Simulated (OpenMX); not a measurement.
V, a sheet with vacuum:

```
V
1.0
     2.29552    0.00000    0.00000
     0.00000    2.29552    0.00000
     0.00000    0.00000   23.80000
V
1
Direct
  0.50000 0.50000 0.29412
```

The cell was built by a generator and needn't be a form met in nature.

Base run:

```yaml
Program: OpenMX 3.8.5
Functional: PBE
Potentials_or_basis: OpenMX 2013 PBE set, V6.0-s3p2d2, grid cutoff 400 Ry
k_mesh: 9 × 9 × 1
Occupations: fermi-dirac, width 0.05 eV
Spin: collinear spin, ferromagnetic start
Starting_moments: "[2.0] μB"
Hubbard_terms: V U = 0 eV
```

Its results: band gap on the k mesh none (metal or under the smearing width); net moment 0.36 μB per cell; site moments V +0.36 μB.

Question: The run is repeated on the same cell with these changes: hubbard terms from V U = 0 eV to V U = 8 eV. What comes out?

Answer: Band gap on the k mesh none (metal or under the smearing width); net moment 3.12 μB per cell; site moments V +3.12 μB.

Caveats: no basis functions reach into the vacuum, so the work function isn't listed; the basis of atomic orbitals isn't converged, which shifts pressures, moduli and gaps; the U is typed as a test and isn't derived for this compound; U acts on the first radial function of the shell alone, so its value doesn't carry over to other programs (some runs).
